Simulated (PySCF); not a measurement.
# CH2AlBr2N (SMILES C#[N+][AlH-]([Br])[Br]) at 3 levels

Aim: a comparison of 3 runs (HF/def2-SVP, CAM-B3LYP/pcseg-1, B2PLYP/6-311G**) of CH2AlBr2N. The job is set up through a Python script.

The calculation is run with PySCF 2.14.0.

### 1 Starting point

CH2AlBr2N: 7 atoms, total charge 0, spin state singlet. SMILES: `C#[N+][AlH-]([Br])[Br]`. Geometry: a GFN2-xTB relaxation, a rough one for these elements and not checked as a minimum.

Bond lengths: C1–N2 1.141 Å, N2–Al3 2.028 Å, Al3–Br4 2.268 Å, Al3–Br5 2.268 Å, C1–H6 1.060 Å, Al3–H7 1.517 Å. Angles: C1–N2–Al3 165.1°, N2–Al3–Br4 96.1°, N2–Al3–Br5 96.1°, Br4–Al3–Br5 121.7°, N2–C1–H6 179.7°, N2–Al3–H7 104.6°, Br4–Al3–H7 115.6°, Br5–Al3–H7 115.7°.

### 2 Energy and gradient at HF/def2-SVP (run 1)

The input, run.py:

```python
import pyscf.grad
from pyscf import gto

molecule = gto.M(
    atom='''
C     -0.525690    -0.309360     1.825210
N     -0.000100    -0.240270     0.814570
Al     0.484040     0.116340    -1.121760
Br    -1.212140    -1.091730    -2.019330
Br     0.392090     2.377530    -0.979370
H     -1.009320    -0.375510     2.765690
H      1.871130    -0.477000    -1.285020
''',
    spin=0,
    max_memory=1860,
    verbose=4,
    basis='def2-svp',
)

hf = molecule.RHF()
hf.conv_tol = 1e-10
hf.kernel()
if not hf.converged:
    hf = hf.newton().run(hf.mo_coeff, hf.mo_occ)

e_tot = hf.e_tot
print('E(%s) = %.9f' % ('HF', e_tot))
grad = hf.Gradients().kernel()
hf.analyze()
```

Command:

```sh
$ OMP_NUM_THREADS=1 python run.py
```

Log:

```text
PySCF version 2.14.0

[... 85 lines left out ...]
Two-electron Coulomb Energy =         2959.510151216479699
[... 12 lines left out ...]
MO #10  energy= -58.4737628260154  occ= 2
[... 10 lines left out ...]
MO #21  energy= -7.40377170778106  occ= 2
[... 10 lines left out ...]
MO #32  energy= -3.14374611227617  occ= 2
[... 10 lines left out ...]
MO #43  energy= -0.524886332154554 occ= 2
[... 10 lines left out ...]
MO #54  energy= 0.174278506785832  occ= 0
[... 10 lines left out ...]
MO #65  energy= 0.597251577921219  occ= 0
[... 10 lines left out ...]
MO #76  energy= 0.80277277572862   occ= 0
[... 10 lines left out ...]
MO #87  energy= 1.13151928129523   occ= 0
[... 10 lines left out ...]
MO #98  energy= 1.78244715397874   occ= 0
[... 10 lines left out ...]
MO #109 energy= 3.36415193082911   occ= 0
[... 10 lines left out ...]
MO #120 energy= 4.18030443243727   occ= 0
[... 91 lines left out ...]
pop of  4 Br 4px          1.92757
pop of  4 Br 4py          1.65407
pop of  4 Br 4pz          1.92044
pop of  4 Br 5px          0.00143
pop of  4 Br 5py          0.00045
pop of  4 Br 5pz          0.00100
pop of  4 Br 3dxy         2.00000
pop of  4 Br 3dyz         2.00000
pop of  4 Br 3dz^2        1.99999
pop of  4 Br 3dxz         1.99999
pop of  4 Br 3dx2-y2      1.99999
pop of  4 Br 4dxy         0.00216
pop of  4 Br 4dyz         0.00244
pop of  4 Br 4dz^2        0.00233
pop of  4 Br 4dxz         0.00003
pop of  4 Br 4dx2-y2      0.00748
pop of  4 Br 5dxy         0.00003
pop of  4 Br 5dyz         0.00001
pop of  4 Br 5dz^2        0.00000
pop of  4 Br 5dxz         0.00000
pop of  4 Br 5dx2-y2      0.00001
pop of  5 H 1s            0.77193
pop of  5 H 2s            0.01975
pop of  5 H 2px           0.00061
pop of  5 H 2py           0.00002
pop of  5 H 2pz           0.00223
pop of  6 H 1s            1.21272
pop of  6 H 2s            0.00178
pop of  6 H 2px           0.00364
pop of  6 H 2py           0.00071
pop of  6 H 2pz           0.00011
 ** Mulliken atomic charges  **
charge of    0C =      0.19001
charge of    1N =     -0.12135
charge of    2Al =      0.72277
charge of    3Br =     -0.38903
charge of    4Br =     -0.38888
charge of    5H =      0.20545
charge of    6H =     -0.21898
Dipole moment(X, Y, Z, Debye): -1.39615, -1.63409,  7.50980
```

Wall time 19 s (1 thread of Intel Xeon at 2.70GHz, shared host); peak memory 0.32 GiB.

### 3 Energy and gradient at CAM-B3LYP/pcseg-1 (run 2)

The input, input.xyz:

```xyz
7

C     -0.525690    -0.309360     1.825210
N     -0.000100    -0.240270     0.814570
Al     0.484040     0.116340    -1.121760
Br    -1.212140    -1.091730    -2.019330
Br     0.392090     2.377530    -0.979370
H     -1.009320    -0.375510     2.765690
H      1.871130    -0.477000    -1.285020
```

The input, job.py:

```python
import pyscf.grad
from pyscf import gto, dft

mol = gto.M(
    atom='input.xyz',
    verbose=3,
    max_memory=1860,
    basis='pcseg-1',
)

ks = dft.RKS(mol)
ks.xc = 'cam-b3lyp'
ks.conv_tol = 1e-10
ks.grids.level = 5
ks.kernel()
if not ks.converged:
    ks = ks.newton().run(ks.mo_coeff, ks.mo_occ)

e_tot = ks.e_tot
print(f'total energy: {e_tot:.8f} hartree')
grad = ks.Gradients().kernel()
ks.analyze()
```

Command:

```sh
$ OMP_NUM_THREADS=1 python job.py
```

Log:

```text
converged SCF energy = -5484.52224730808
total energy: -5484.52224731 hartree
[... 20 lines left out ...]
MO #10  energy= -56.3069793486738  occ= 2
[... 9 lines left out ...]
MO #20  energy= -6.55938257927406  occ= 2
[... 9 lines left out ...]
MO #30  energy= -2.68319669565657  occ= 2
[... 9 lines left out ...]
MO #40  energy= -0.63676395165958  occ= 2
[... 9 lines left out ...]
MO #50  energy= -0.029085903421084 occ= 0
[... 9 lines left out ...]
MO #60  energy= 0.228477996687303  occ= 0
[... 9 lines left out ...]
MO #70  energy= 0.547639963459384  occ= 0
[... 9 lines left out ...]
MO #80  energy= 0.716793983896199  occ= 0
[... 9 lines left out ...]
MO #90  energy= 1.0479886227656    occ= 0
[... 9 lines left out ...]
MO #100 energy= 2.05233684816886   occ= 0
[... 9 lines left out ...]
MO #110 energy= 3.7607828953935    occ= 0
[... 8 lines left out ...]
Dipole moment(X, Y, Z, Debye): -1.25611, -1.55271,  7.02896
```

Run time: 2.7 min. Hardware: 1 thread of Intel Xeon at 2.70GHz, shared host; peak memory 1.1 GiB.

### 4 The energy at B2PLYP/6-311G(d,p) (run 3)

The input, input.py:

```python
# C#[N+][AlH-]([Br])[Br]
from pyscf import gto, dft, mp

system = gto.M(
    atom=[
    ('C', (-0.525690, -0.309360, 1.825210)),
    ('N', (-0.000100, -0.240270, 0.814570)),
    ('Al', (0.484040, 0.116340, -1.121760)),
    ('Br', (-1.212140, -1.091730, -2.019330)),
    ('Br', (0.392090, 2.377530, -0.979370)),
    ('H', (-1.009320, -0.375510, 2.765690)),
    ('H', (1.871130, -0.477000, -1.285020)),
],
    basis='6-311g**',
    verbose=3,
    max_memory=1860,
    charge=0,
)

mf = dft.RKS(system, xc='0.53*HF + 0.47*B88, 0.73*LYP')
mf.conv_tol = 1e-10
mf.grids.level = 5
mf.kernel()
if not mf.converged:
    mf = mf.newton().run(mf.mo_coeff, mf.mo_occ)

pt = mp.MP2(mf, frozen=25).run()
e_final = mf.e_tot + 0.27 * pt.e_corr
print('PT2 part  %.8f' % (0.27 * pt.e_corr))
print('Final energy', e_final)
dip = mf.dip_moment()
pop, q = mf.mulliken_pop()
```

Command:

```sh
$ OMP_NUM_THREADS=1 python input.py
```

Log:

```text
converged SCF energy = -5483.60196240222
[... 3 lines left out ...]
Final energy -5483.898378631758
Dipole moment(X, Y, Z, Debye): -1.19000, -1.64499,  7.23267
[... 131 lines left out ...]
pop of  4 Br 7py          0.93186
pop of  4 Br 7pz          1.02018
pop of  4 Br 8px          0.62291
pop of  4 Br 8py          0.41680
pop of  4 Br 8pz          0.64042
pop of  4 Br 3dxy         1.54871
pop of  4 Br 3dyz         1.54863
pop of  4 Br 3dz^2        1.54933
pop of  4 Br 3dxz         1.54959
pop of  4 Br 3dx2-y2      1.54893
pop of  4 Br 4dxy         0.42857
pop of  4 Br 4dyz         0.42864
pop of  4 Br 4dz^2        0.42818
pop of  4 Br 4dxz         0.42809
pop of  4 Br 4dx2-y2      0.42826
pop of  4 Br 5dxy         0.02548
pop of  4 Br 5dyz         0.02551
pop of  4 Br 5dz^2        0.02507
pop of  4 Br 5dxz         0.02235
pop of  4 Br 5dx2-y2      0.03068
pop of  5 H 1s            0.25556
pop of  5 H 2s            0.45283
pop of  5 H 3s            0.01539
pop of  5 H 2px           0.00849
pop of  5 H 2py           0.00547
pop of  5 H 2pz           0.01688
pop of  6 H 1s            0.24796
pop of  6 H 2s            0.58931
pop of  6 H 3s            0.37926
pop of  6 H 2px           0.00541
pop of  6 H 2py           0.00110
pop of  6 H 2pz           0.00023
 ** Mulliken atomic charges  **
charge of    0C =      0.31253
charge of    1N =     -0.38850
charge of    2Al =      0.84941
charge of    3Br =     -0.39786
charge of    4Br =     -0.39767
charge of    5H =      0.24536
charge of    6H =     -0.22327
```

It took 60 s on 1 thread of Intel Xeon at 2.70GHz, shared host; peak memory 1.3 GiB.

### 5 Overview of the runs

| run | level | integration grid | task | energy (Eh) | dipole moment (D) | HOMO energy (eV) | LUMO energy (eV) | wall time |
| --- | --- | --- | --- | --- | --- | --- | --- | --- |
| 1 | HF/def2-SVP | – | gradient | -5479.595731 | 7.81 | -10.60 | 2.26 | 19 s |
| 2 | CAM-B3LYP/pcseg-1 | 5 | gradient | -5484.522247 | 7.31 | -9.09 | -0.79 | 2.7 min |
| 3 | B2PLYP/6-311G** | 5 | energy | -5483.898379 | 7.51 | -8.88 | -0.43 | 60 s |

### 6 What came out

| quantity | value |
| --- | --- |
| run 3: total energy | -5483.89838 Eh |
| run 3: dipole moment (SCF part) | 7.51 D |
| run 3: HOMO energy (SCF part's orbitals) | -8.88 eV |
| run 3: LUMO energy (SCF part's orbitals) | -0.43 eV |
| run 3: HOMO–LUMO gap (SCF part's orbitals) | 8.45 eV |

The dipole moment (its size) runs from 7.31 D (CAM-B3LYP/pcseg-1) to 7.81 D (HF/def2-SVP). The two ends differ in method and basis. The HOMO–LUMO gap runs from 8.30 eV (CAM-B3LYP/pcseg-1) to 12.87 eV (HF/def2-SVP). Totals of different functionals can't be ranked against each other. All runs together took 4.1 min, the longest 2.7 min.
